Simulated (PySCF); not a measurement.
# CH8B2SSi: the cost of one run

Computed with PySCF 2.14.0, with density-fitted response routines of our own, on a single molecule in the gas phase. Atoms are numbered from 0 throughout.

### 1 Starting geometry

13 atoms, charge 0, multiplicity 1; geometry from: GFN2-xTB. The atoms were then displaced at random by about 0.01 Å, so the start is not that level's minimum.

Bonds of the start (Å): B0–C1 1.54, C1–B2 1.59, B2–S3 1.82, S3–Si4 2.14, B0–H5 1.20, B0–H6 1.18, C1–H7 1.07, C1–H8 1.11, B2–H9 1.15, Si4–H10 1.47, Si4–H11 1.46, Si4–H12 1.48.

### 2 Optimising the geometry at PBE0-D3(BJ)/def2-SVP

The job: settings as JSON, then the geometry in Å.

```
{"job": {"xc": "PBE0", "basis": "def2-SVP", "d3": "d3bj", "grid": 1, "shake": 0.01, "kind": "geom"}, "charge": 0, "multiplicity": 1}
B     -1.621060     1.109150     0.264000
C     -1.183490    -0.362220     0.318340
B     -0.615590    -0.672800    -1.128990
S      1.154850    -0.630260    -1.531600
Si     2.236510    -0.164680     0.253640
H     -2.683540     1.410150    -0.207660
H     -0.928460     1.989490     0.635870
H     -2.011710    -1.015080     0.481440
H     -0.437230    -0.527410     1.119530
H     -1.313320    -0.929220    -2.001020
H      2.034460    -1.237590     1.239560
H      3.609020    -0.122940    -0.230190
H      1.765390     1.136520     0.776780
```

The run is started by

```
$ OMP_NUM_THREADS=1 python probes_run.py task.json out
```

The driver reads the jobs from task.json and runs them one after another.

**Question.** How long does this first job take on 1 thread of Arm Neoverse V2, shared host, and how much memory does it need?

About 38 s, with a peak of 0.52 GiB.
